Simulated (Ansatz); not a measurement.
# I2Pb (Pb(I)2): the cost of one run

Method: DFT PBE, plane waves, PAW, molecule in a box with 9 Å of vacuum; program: Ansatz 0.2.0.

## Step 1: The starting structure

3 atoms, charge 0, spin multiplicity 1.

Bond lengths: Pb1–I2 2.852 Å, Pb1–I3 2.852 Å. Angles: I2–Pb1–I3 103.8°.

Geometry (Å):

```mol
I2Pb
  3D, bonds by distance, orders not assigned

  3  2  0  0  0  0  0  0  0  0999 V2000
    1.1194    0.0421    0.0000 Pb  0  0
   -0.6395   -0.0241    2.2442 I   0  0
   -0.6395   -0.0241   -2.2442 I   0  0
  1  2  8  0
  1  3  8  0
M  END
```

Formal oxidation states: Pb +2. An earlier session relaxed this geometry at TPSS, Pb def2-SVP with ECP60, I def2-SVP with ECP28 (singlet, point group C2v).

## Step 2: Scalar-relativistic

input.yaml

```yaml
crystal:
  lattice:
    - [10.76, 0.0, 0.0]
    - [0.0, 9.07, 0.0]
    - [0.0, 0.0, 13.49]
  atoms:
    - { symbol: Pb, position: [0.58167937, 0.5034355, 0.49993921] }
    - { symbol: I, position: [0.41821561, 0.49614112, 0.666298] }
    - { symbol: I, position: [0.41821561, 0.49614112, 0.33358043] }
basis:
  ecutwfc: 420
  ecutrho_ratio: 4
kpoints:
  mp_grid: { grid: [1, 1, 1] }
hamiltonian:
  xc: pbe
scf:
  occupations: { method: gaussian, width: 0.01 }
output:
  forces: true
  eigenvalues: true
  populations: true
```

Run with:

```bash
$ ansatz run input.yaml --threads 2 --pin off --max-ram 5120MiB --backend cpu --events-out ev --progress --plain --runs-dir out
```

What time and memory should one allow on 2 threads of Intel Xeon at 2.50GHz (Skylake/Cascade Lake), shared host?

About 13 s, with a peak of 0.79 GiB.
